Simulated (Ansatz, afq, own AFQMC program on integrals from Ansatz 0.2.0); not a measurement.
**HfH2SeOF2+ (doublet): quantum Monte Carlo beside coupled cluster as a vertical ion, def2-TZVP**

Aim: compute HfH2SeOF2+ (doublet) with auxiliary-field quantum Monte Carlo on the same integrals as coupled cluster, and set the energies side by side.

The runs use Ansatz 0.2.0, Gaussian basis, and an in-house AFQMC program (afq) on its integrals; all values are calculated; def2-TZVP, frozen cores.

Plan: PBE (unrestricted); CCSD(T) on UHF; CCSD(T) on UHF; r2SCAN (unrestricted); PBE0 (unrestricted); B3LYP (unrestricted); CCSD(T) on UHF; wB97M-V (unrestricted); B2PLYP (unrestricted); Phaseless AFQMC, CISD trial on UHF.

## Step 1: The geometry

The geometry is that of the parent species, a PBE0/def2-SVP stationary point (not a proven minimum); the ion is not relaxed. No spin-orbit coupling is included. Elements past krypton take def2 core potentials. The filled d shell of Se may be among the frozen orbitals whatever the setting's name suggests.

7 atoms, charge 1, spin multiplicity 2.

Atoms are counted from 1 here; the program's logs count them from 0.

Bond lengths: O1–Hf2 1.902 Å, O1–H6 0.956 Å, Hf2–F3 1.910 Å, Hf2–F4 1.907 Å, Hf2–Se5 2.591 Å, Se5–H7 1.475 Å. Angles: Hf2–O1–H6 177.4°, O1–Hf2–F3 108.3°, O1–Hf2–F4 112.4°, O1–Hf2–Se5 109.6°, F3–Hf2–F4 110.8°, F3–Hf2–Se5 109.5°, F4–Hf2–Se5 106.4°, Hf2–Se5–H7 89.6°.

Geometry (Å):

```xyz
7
F2H2HfOSe
O    -0.5433    0.2410    1.5105
Hf    0.1295   -0.6175   -0.0481
F     2.0092   -0.8738    0.1735
F    -0.7434   -2.2765   -0.3964
Se   -0.2988    0.8810   -2.1176
H    -0.9050    0.6377    2.3013
H     0.3519    2.0081   -1.4230
```

## Step 2: PBE (unrestricted)

Contents of in.yaml:

```yaml
crystal:
  periodic: [false, false, false]
  atoms:
    - {symbol: O, position_ang: [-0.543260, 0.241017, 1.510472]}
    - {symbol: Hf, position_ang: [0.129451, -0.617483, -0.048101]}
    - {symbol: F, position_ang: [2.009161, -0.873819, 0.173484]}
    - {symbol: F, position_ang: [-0.743448, -2.276517, -0.396445]}
    - {symbol: Se, position_ang: [-0.298847, 0.881036, -2.117642]}
    - {symbol: H, position_ang: [-0.904953, 0.637702, 2.301269]}
    - {symbol: H, position_ang: [0.351895, 2.008064, -1.423036]}
basis:
  gaussian: {orbitals: def2-TZVP}
total_charge: 1
magnetization: {spin_polarized: true, initial_magnetization: 1}
hamiltonian: {xc: {name: PBE}}
output: {orbitals: {seedname: orbitals}}
```

Launch:

```
> ansatz run in.yaml --threads 2 --pin off --events-out ev --progress --plain --max-ram 16640MiB --backend cpu
```

Standard output:

```text
Functional definition: PBE
  name "PBE"
  cite "Perdew, Burke & Ernzerhof, Phys. Rev. Lett. 77, 3865 (1996) doi:10.1103/PhysRevLett.77.3865"
  parent pbe
  parameter kappa = 0.804
  parameter beta = 0.06672455060314922
  exchange = pbe_x(kappa = kappa, mu = beta*pi^2/3)
  correlation = pbe_c(beta = beta)
1283 factors; their error is unknown
mean field evaluation 1: about -74129.3970 eV, gradient 9.2e1 eV
mean field evaluation 2: about -73622.7122 eV, gradient 3.1e2 eV
mean field evaluation 4: about -74146.0485 eV, gradient 5.3e1 eV
mean field evaluation 8: about -74155.3250 eV, gradient 3.0e0 eV
mean field evaluation 16: about -74155.3232 eV, gradient 1.4e-3 eV
mean field evaluation 32: about -74154.3079 eV, gradient 8.3e0 eV
mean field -74155.32324719 eV, -2725.1578650509 hartree, gradient 1.4e-5 eV, S^2 0.753045; 6 other end points of the search recorded, 0 dependent functions left out
reference -74155.32329470 eV, -2725.1578667969 hartree; 37, 36 occupied and 156, 157 virtual orbitals, 1283 factors
Total energy: -74155.32329470 eV, -2725.1578667969 hartree
```

Wall time 8.5 s (2 threads of AMD EPYC 7R13 (Zen 3), shared host); peak memory 6.3 GiB.

From the report: ⟨S²⟩ of the determinant 0.753 (pure doublet: 0.75).

## Step 3: CCSD(T) on UHF

Edit in.yaml of step 2 so:

```diff
@@ -14,3 +14,2 @@
 magnetization: {spin_polarized: true, initial_magnetization: 1}
-hamiltonian: {xc: {name: PBE}}
-output: {orbitals: {seedname: orbitals}}
+correlation: {method: ccsd_t, electrons: outside_noble_gas, hamiltonian_folder: ham}
```

Launch:

```
> ansatz run in.yaml --threads 2 --pin off --events-out ev --progress --plain --max-ram 49920MiB --backend cuda --devices 0, --max-vram 37GiB
```

Standard output, shortened:

```text
Functional definition: HF
  name "HF"
  cite "Fock, Z. Phys. 61, 126 (1930) doi:10.1007/BF01340294"
  parent pbe
[...]
1401 factors; integrals over basis functions are off by at most 1.2e-3 eV
[...]
mean field -74078.57443368 eV, -2722.3373981767 hartree, gradient 5.6e-6 eV, S^2 0.761457; 6 other end points of the search recorded, 0 dependent functions left out
determinant -74078.57443368 eV, -2722.3373981767 hartree, with singles and doubles -74105.43112220 eV, -2723.3243632755 hartree
determinant -74077.32353002 eV, -2722.2914283148 hartree, with singles and doubles -74104.25536295 eV, -2723.2811549201 hartree
determinant -74075.87141176 eV, -2722.2380639533 hartree, with singles and doubles -74102.16054696 eV, -2723.2041718523 hartree
21 core orbitals not correlated: weight in the atoms' cores, before any rotation towards them, 0.810 or more for the frozen orbitals, at most 0.184 for the correlated occupied ones
reference -74078.57443368 eV, -2722.3373981767 hartree; 16, 15 occupied and 156, 157 virtual orbitals, 1401 factors
second order -26.56393577 eV of doubles, -0.00000000 eV of singles
cycle   1  -26.78872647 eV  change    -2.6e0 eV  update   3.2e-2
[...]
cycle  11  -26.85670216 eV  change   -2.5e-6 eV  update   3.3e-5
perturbative correction -0.95685266 eV, -0.0351636865 hartree
Total energy: -74106.38798850 eV, -2723.3595274635 hartree
```

It took 12 s on 1 × NVIDIA H100 80GB HBM3 with 2 threads of AMD EPYC 7R13 (Zen 3), shared host; peak host memory 6.3 GiB.

From the report: ⟨S²⟩ of the determinant 0.761 (pure doublet: 0.75); correlation -27.8136 eV; T1 0.018; largest double amplitude 0.04.

This run also writes the integrals to the folder ham.

## Step 4: CCSD(T) on UHF

Edit in.yaml of step 3 so:

```diff
@@ -11,5 +11,5 @@
 basis:
-  gaussian: {orbitals: def2-TZVP}
+  gaussian: {orbitals: def2-TZVPP}
 total_charge: 1
 magnetization: {spin_polarized: true, initial_magnetization: 1}
-correlation: {method: ccsd_t, electrons: outside_noble_gas, hamiltonian_folder: ham}
+correlation: {method: ccsd_t, electrons: outside_noble_gas}
```

The command is unchanged.

Standard output, shortened:

```text
Functional definition: HF
  name "HF"
  cite "Fock, Z. Phys. 61, 126 (1930) doi:10.1007/BF01340294"
  parent pbe
[...]
1463 factors; integrals over basis functions are off by at most 1.2e-3 eV
[...]
mean field -74078.83292529 eV, -2722.3468975680 hartree, gradient 2.0e-6 eV, S^2 0.761519; 6 other end points of the search recorded, 0 dependent functions left out
determinant -74078.83292529 eV, -2722.3468975680 hartree, with singles and doubles -74106.03366475 eV, -2723.3465063057 hartree
determinant -74077.59597283 eV, -2722.3014404037 hartree, with singles and doubles -74104.86273014 eV, -2723.3034752527 hartree
determinant -74076.12905351 eV, -2722.2475321128 hartree, with singles and doubles -74102.77344430 eV, -2723.2266954141 hartree
21 core orbitals not correlated: weight in the atoms' cores, before any rotation towards them, 0.805 or more for the frozen orbitals, at most 0.189 for the correlated occupied ones
reference -74078.83292529 eV, -2722.3468975680 hartree; 16, 15 occupied and 188, 189 virtual orbitals, 1463 factors
second order -26.88597388 eV of doubles, -0.00000000 eV of singles
cycle   1  -27.09554961 eV  change    -2.5e0 eV  update   3.3e-2
[...]
cycle  11  -27.16689095 eV  change   -2.8e-6 eV  update   3.6e-5
perturbative correction -0.99640520 eV, -0.0366172156 hartree
Total energy: -74106.99622144 eV, -2723.3818796118 hartree
```

Wall time 9 s (1 × NVIDIA H100 80GB HBM3 with 2 threads of AMD EPYC 7R13 (Zen 3), shared host); peak host memory 6.3 GiB.

From the report: ⟨S²⟩ of the determinant 0.762 (pure doublet: 0.75); correlation -28.1633 eV; T1 0.018; largest double amplitude 0.04.

## Step 5: r2SCAN (unrestricted)

Edit in.yaml of step 4 so:

```diff
@@ -11,5 +11,5 @@
 basis:
-  gaussian: {orbitals: def2-TZVPP}
+  gaussian: {orbitals: def2-TZVP}
 total_charge: 1
 magnetization: {spin_polarized: true, initial_magnetization: 1}
-correlation: {method: ccsd_t, electrons: outside_noble_gas}
+hamiltonian: {xc: {name: r2SCAN}}
```

Launch:

```
> ansatz run in.yaml --threads 2 --pin off --events-out ev --progress --plain --max-ram 16640MiB --backend cpu
```

Standard output, shortened:

```text
Functional definition: r2SCAN
  name "r2SCAN"
  cite "Furness, Kaplan, Ning, Perdew & Sun, J. Phys. Chem. Lett. 11, 8208 (2020) doi:10.1021/acs.jpclett.0c02405"
  cite "Furness, Kaplan, Ning, Perdew & Sun, J. Phys. Chem. Lett. 11, 9248 (2020) doi:10.1021/acs.jpclett.0c03077"
  parent r2scan
[...]
1283 factors; their error is unknown
[...]
mean field -74168.96309011 eV, -2725.6591200326 hartree, gradient 3.8e-5 eV, S^2 0.755557; 5 other end points of the search recorded, 0 dependent functions left out
reference -74168.96310733 eV, -2725.6591206657 hartree; 37, 36 occupied and 156, 157 virtual orbitals, 1283 factors
Total energy: -74168.96310733 eV, -2725.6591206657 hartree
```

Run time: 21 s. Hardware: 2 threads of AMD EPYC 7R13 (Zen 3), shared host; peak memory 6.3 GiB.

From the report: ⟨S²⟩ of the determinant 0.756 (pure doublet: 0.75).

## Step 6: PBE0 (unrestricted)

Edit in.yaml of step 5 so:

```diff
@@ -14,2 +14,3 @@
 magnetization: {spin_polarized: true, initial_magnetization: 1}
-hamiltonian: {xc: {name: r2SCAN}}
+hamiltonian: {xc: {name: PBE0}}
+output: {orbitals: {seedname: orbitals}}
```

The command is unchanged.

Standard output:

```text
Functional definition: PBE0
  name "PBE0"
  cite "Adamo & Barone, J. Chem. Phys. 110, 6158 (1999) doi:10.1063/1.478522"
  cite "Perdew, Burke & Ernzerhof, Phys. Rev. Lett. 77, 3865 (1996) doi:10.1103/PhysRevLett.77.3865"
  parent pbe
  parameter a = 0.25
  parameter kappa = 0.804
  parameter beta = 0.06672455060314922
  exchange = (1 - a)*pbe_x(kappa = kappa, mu = beta*pi^2/3) + a*exact_x
  correlation = pbe_c(beta = beta)
1356 factors; their error is unknown
mean field evaluation 1: about -74135.4678 eV, gradient 8.1e1 eV
mean field evaluation 2: about -73938.2373 eV, gradient 2.2e2 eV
mean field evaluation 4: about -74155.3303 eV, gradient 1.0e1 eV
mean field evaluation 8: about -74155.7091 eV, gradient 2.6e-1 eV
mean field evaluation 16: about -74156.1643 eV, gradient 3.5e-3 eV
mean field -74156.16433852 eV, -2725.1887745872 hartree, gradient 5.0e-5 eV, S^2 0.754263; 2 other end points of the search recorded, 0 dependent functions left out
reference -74156.16437457 eV, -2725.1887759120 hartree; 37, 36 occupied and 156, 157 virtual orbitals, 1356 factors
Total energy: -74156.16437457 eV, -2725.1887759120 hartree
```

Wall time 12 s (2 threads of AMD EPYC 7R13 (Zen 3), shared host); peak memory 6.3 GiB.

From the report: ⟨S²⟩ of the determinant 0.754 (pure doublet: 0.75).

## Step 7: B3LYP (unrestricted)

Edit in.yaml of step 6 so:

```diff
@@ -14,3 +14,2 @@
 magnetization: {spin_polarized: true, initial_magnetization: 1}
-hamiltonian: {xc: {name: PBE0}}
-output: {orbitals: {seedname: orbitals}}
+hamiltonian: {xc: {name: B3LYP}}
```

The command is unchanged.

Standard output, shortened:

```text
Functional definition: B3LYP
  name "B3LYP"
  cite "Stephens, Devlin, Chabalowski & Frisch, J. Phys. Chem. 98, 11623 (1994) doi:10.1021/j100096a001"
  cite "Becke, Phys. Rev. A 38, 3098 (1988) doi:10.1103/PhysRevA.38.3098"
  cite "Lee, Yang & Parr, Phys. Rev. B 37, 785 (1988) doi:10.1103/PhysRevB.37.785"
  cite "Vosko, Wilk & Nusair, Can. J. Phys. 58, 1200 (1980) doi:10.1139/p80-159"
[...]
1333 factors; their error is unknown
[...]
mean field -74173.13682064 eV, -2725.8125018005 hartree, gradient 9.4e-6 eV, S^2 0.753092; 2 other end points of the search recorded, 0 dependent functions left out
reference -74173.13708922 eV, -2725.8125116709 hartree; 37, 36 occupied and 156, 157 virtual orbitals, 1333 factors
Total energy: -74173.13708922 eV, -2725.8125116709 hartree
```

It took 10 s on 2 threads of AMD EPYC 7R13 (Zen 3), shared host; peak memory 6.3 GiB.

From the report: ⟨S²⟩ of the determinant 0.753 (pure doublet: 0.75).

## Step 8: CCSD(T) on UHF

Edit in.yaml of step 7 so:

```diff
@@ -11,5 +11,5 @@
 basis:
-  gaussian: {orbitals: def2-TZVP}
+  gaussian: {orbitals: "def2-QZVPP.json"}
 total_charge: 1
 magnetization: {spin_polarized: true, initial_magnetization: 1}
-hamiltonian: {xc: {name: B3LYP}}
+correlation: {method: ccsd_t, electrons: outside_noble_gas}
```

Launch:

```
> ansatz run in.yaml --threads 2 --pin off --events-out ev --progress --plain --max-ram 49920MiB --backend cuda --devices 0, --max-vram 37GiB
```

Standard output, shortened:

```text
Functional definition: HF
  name "HF"
  cite "Fock, Z. Phys. 61, 126 (1930) doi:10.1007/BF01340294"
  parent pbe
[...]
2537 factors; integrals over basis functions are off by at most 1.2e-3 eV
[...]
mean field -74080.50497112 eV, -2722.4083441189 hartree, gradient 1.5e-6 eV, S^2 0.761849; 6 other end points of the search recorded, 0 dependent functions left out
determinant -74080.50497112 eV, -2722.4083441189 hartree, with singles and doubles -74110.02835012 eV, -2723.4933082856 hartree
determinant -74079.27740618 eV, -2722.3632319394 hartree, with singles and doubles -74108.86225342 eV, -2723.4504550221 hartree
determinant -74077.80106600 eV, -2722.3089774386 hartree, with singles and doubles -74106.76761824 eV, -2723.3734785993 hartree
21 core orbitals not correlated: weight in the atoms' cores, before any rotation towards them, 0.803 or more for the frozen orbitals, at most 0.191 for the correlated occupied ones
reference -74080.50497112 eV, -2722.4083441189 hartree; 16, 15 occupied and 364, 365 virtual orbitals, 2537 factors
second order -29.17816748 eV of doubles, -0.00000000 eV of singles
cycle   1  -29.13658413 eV  change    -3.0e0 eV  update   3.5e-2
[...]
cycle  11  -29.22664535 eV  change    1.6e-5 eV  update   3.7e-5
perturbative correction -1.14535004 eV, -0.0420908376 hartree
Total energy: -74110.87696651 eV, -2723.5244943625 hartree
```

Run time: 42 s. Hardware: 1 × NVIDIA H100 80GB HBM3 with 2 threads of AMD EPYC 7R13 (Zen 3), shared host; peak host memory 6.3 GiB.

From the report: ⟨S²⟩ of the determinant 0.762 (pure doublet: 0.75); correlation -30.3720 eV; T1 0.017; largest double amplitude 0.03.

## Step 9: wB97M-V (unrestricted)

Edit in.yaml of step 8 so:

```diff
@@ -11,5 +11,6 @@
 basis:
-  gaussian: {orbitals: "def2-QZVPP.json"}
+  gaussian: {orbitals: def2-TZVP}
 total_charge: 1
 magnetization: {spin_polarized: true, initial_magnetization: 1}
-correlation: {method: ccsd_t, electrons: outside_noble_gas}
+hamiltonian: {xc: {name: wB97M-V}}
+output: {orbitals: {seedname: orbitals}}
```

Launch:

```
> ansatz run in.yaml --threads 2 --pin off --events-out ev --progress --plain --max-ram 16640MiB --backend cpu
```

Standard output, shortened:

```text
Functional definition: wB97M-V
  name "wB97M-V"
  cite "Mardirossian & Head-Gordon, J. Chem. Phys. 144, 214110 (2016) doi:10.1063/1.4952647"
  cite "Becke, J. Chem. Phys. 107, 8554 (1997) doi:10.1063/1.475007"
  cite "Vydrov & Van Voorhis, J. Chem. Phys. 133, 244103 (2010) doi:10.1063/1.3521275"
  # Of w^i u^j: cxij and so on, Table III.
[...]
  gx(w, u) = 1 - cx + cx01*u + cx10*w
  gss(w, u) = css00 + css04*u^4 + css10*w + css20*w^2 + css43*w^4*u^3
  gos(w, u) = cos00 + cos10*w + (cos20 + cos21*u)*w^2 + (cos60 + cos61*u)*w^6
[...]
      + integral(e_c_pw_mod_opposite_spin*gos(b97_w_opposite, b97_u_opposite)) + vv10(b, c)
1304 factors; their error is unknown
263 factors; integrals over basis functions are off by at most 8.3e-6 eV
[...]
mean field -74163.98336502 eV, -2725.4761185109 hartree, gradient 3.6e-5 eV, S^2 0.752797; 2 other end points of the search recorded, 0 dependent functions left out
reference -74163.98342202 eV, -2725.4761206056 hartree; 37, 36 occupied and 156, 157 virtual orbitals, 1304 factors
Total energy: -74163.98342202 eV, -2725.4761206056 hartree
```

Run time: 32 s. Hardware: 2 threads of AMD EPYC 7R13 (Zen 3), shared host; peak memory 6.3 GiB.

From the report: ⟨S²⟩ of the determinant 0.753 (pure doublet: 0.75).

## Step 10: B2PLYP (unrestricted)

Edit in.yaml of step 9 so:

```diff
@@ -14,3 +14,3 @@
 magnetization: {spin_polarized: true, initial_magnetization: 1}
-hamiltonian: {xc: {name: wB97M-V}}
-output: {orbitals: {seedname: orbitals}}
+hamiltonian: {xc: {name: B2PLYP}}
+correlation: {electrons: outside_noble_gas}
```

The command is unchanged.

Standard output, shortened:

```text
Functional definition: B2PLYP
  name "B2PLYP"
  cite "Grimme, J. Chem. Phys. 124, 034108 (2006) doi:10.1063/1.2148954"
  cite "Becke, Phys. Rev. A 38, 3098 (1988) doi:10.1103/PhysRevA.38.3098"
  cite "Lee, Yang & Parr, Phys. Rev. B 37, 785 (1988) doi:10.1103/PhysRevB.37.785"
[...]
1401 factors; integrals over basis functions are off by at most 9.1e-4 eV
[...]
mean field -74143.03510765 eV, -2724.7062842519 hartree, gradient 1.4e-6 eV, S^2 0.755355; 4 other end points of the search recorded, 0 dependent functions left out
21 core orbitals not correlated: weight in the atoms' cores, before any rotation towards them, 0.898 or more for the frozen orbitals, at most 0.097 for the correlated occupied ones
reference -74143.03527654 eV, -2724.7062904584 hartree; 16, 15 occupied and 156, 157 virtual orbitals, 1401 factors
second order -32.41026685 eV of doubles, -0.00000000 eV of singles
Total energy: -74151.78604859 eV, -2725.0278753997 hartree
```

Wall time 21 s (2 threads of AMD EPYC 7R13 (Zen 3), shared host); peak memory 6.3 GiB.

From the report: ⟨S²⟩ of the determinant 0.755 (pure doublet: 0.75).

## Step 11: Phaseless AFQMC, CISD trial on UHF

It reads the integrals that the CCSD(T) run on this determinant wrote.

Launch:

```
> afq ham --method phaseless --trial cisd --walkers 300 --populations 10 --least-time 60 --time-step 0.005 --steps-per-block 50 --equilibration-blocks 40 --max-blocks 4000 --target-error 0.00034 --factor-cut 1e-05 --start spin_pure --seed 7243 --release-times 0.24,0.48,0.8,1.2 --release-step 0.04 --release-every 5 --taylor-order 6
```

Standard output:

```text
orbitals 172  electrons 16 15  factors 1321 of 1401
reference energy -2722.33739818 Eh
CCSD correlation -0.98696649 Eh in 19 cycles, weight of the determinant in the CISD state 0.7769
energy of the start -2723.322716 Eh
 block  time / (1/Eh)  mean weight  energy / Eh
     1     0.250  0.9964  -2723.296680
     2     0.500  1.0000  -2723.320122
     3     0.750  0.9961  -2723.334232
     4     1.000  0.9983  -2723.344759
     5     1.250  0.9985  -2723.371733
     6     1.500  0.9992  -2723.366807
     7     1.750  0.9994  -2723.366124
     8     2.000  1.0011  -2723.367503
     9     2.250  1.0003  -2723.367947
    10     2.500  0.9984  -2723.362678
    17     4.250  1.0032  -2723.350439
    25     6.250  1.0001  -2723.357881
    33     8.250  0.9965  -2723.347929
    41    10.250  0.9979  -2723.381963
    49    12.250  1.0001  -2723.367562
    57    14.250  0.9998  -2723.363802
    65    16.250  1.0017  -2723.369800
    73    18.250  1.0014  -2723.346290
    81    20.250  0.9961  -2723.343524
    89    22.250  0.9972  -2723.348901
    97    24.250  0.9992  -2723.389980
   105    26.250  0.9995  -2723.362159
   113    28.250  1.0011  -2723.371863
   121    30.250  1.0048  -2723.372123
   129    32.250  1.0004  -2723.372592
   137    34.250  0.9993  -2723.359987
   145    36.250  1.0009  -2723.362302
   153    38.250  1.0023  -2723.364014
   161    40.250  0.9977  -2723.347600
   169    42.250  0.9995  -2723.367246
   177    44.250  0.9990  -2723.368363
   185    46.250  0.9967  -2723.362150
   193    48.250  1.0026  -2723.361569
   201    50.250  0.9953  -2723.371822
   209    52.250  1.0016  -2723.362233
   217    54.250  0.9998  -2723.360938
   225    56.250  0.9996  -2723.365712
   233    58.250  1.0019  -2723.349751
   241    60.250  1.0028  -2723.350605
   249    62.250  1.0000  -2723.352239
   257    64.250  0.9994  -2723.354308
   265    66.250  0.9986  -2723.353130
   273    68.250  0.9957  -2723.362698
   281    70.250  1.0023  -2723.364182
   289    72.250  1.0006  -2723.355301
   297    74.250  1.0020  -2723.365924
   305    76.250  1.0035  -2723.360353
   313    78.250  0.9995  -2723.364252
   321    80.250  1.0006  -2723.365971
   329    82.250  1.0022  -2723.356010
   337    84.250  0.9998  -2723.350632
error from the spread of 10 populations
released: time / (1/Eh)  energy / Eh  error  mean overlap
  0.24  -2723.362747  0.000884  0.9820
  0.48  -2723.361143  0.001156  0.9919
  0.80  -2723.362566  0.002790  0.9788
  1.20  -2723.359791  0.003963  0.9519
energy -2723.361461 +/- 0.000957 Eh
```

Run time: 9.2 min. Hardware: 1 × NVIDIA H100 80GB HBM3 with 4 threads of AMD EPYC 7R13 (Zen 3), shared host; peak host memory 7.2 GiB.

Energy -74106.4406 ± 0.0260 eV. Caveats: constraint bias not in the error; error above the target.

## Step 12: All levels side by side

On the UHF determinant, counted from CCSD(T) (a yardstick, not exact):

```tsv
level	energy (eV)	from CCSD(T) (meV)	statistical error (meV)	time
HF	-74078.5744	+27813.6		
MP2	-74105.1384	+1249.6		
CCSD	-74105.4311	+956.9		
CCSD(T)	-74106.3880	0.0		
Phaseless AFQMC, CISD trial, step 0.005, 300 walkers	-74106.4406	-52.6	26.0	9.2 min
```

The functionals' totals stand on their own zeros and serve differences with other points: PBE -74155.323 eV; r2SCAN -74168.963 eV; PBE0 -74156.164 eV; B3LYP -74173.137 eV; wB97M-V -74163.983 eV; B2PLYP -74151.786 eV.

## Step 13: What came out

| quantity | value |
| --- | --- |
| Phaseless AFQMC, CISD trial on UHF from CCSD(T) | -52.6 ± 26.0 meV |

On UHF the phaseless walk with the CISD trial lies -52.6 meV from CCSD(T), within three error bars. Error bars are statistical and leave out the constraint, the time step and what remains of the start. Hf carries a core potential, and spin-orbit coupling is left out.
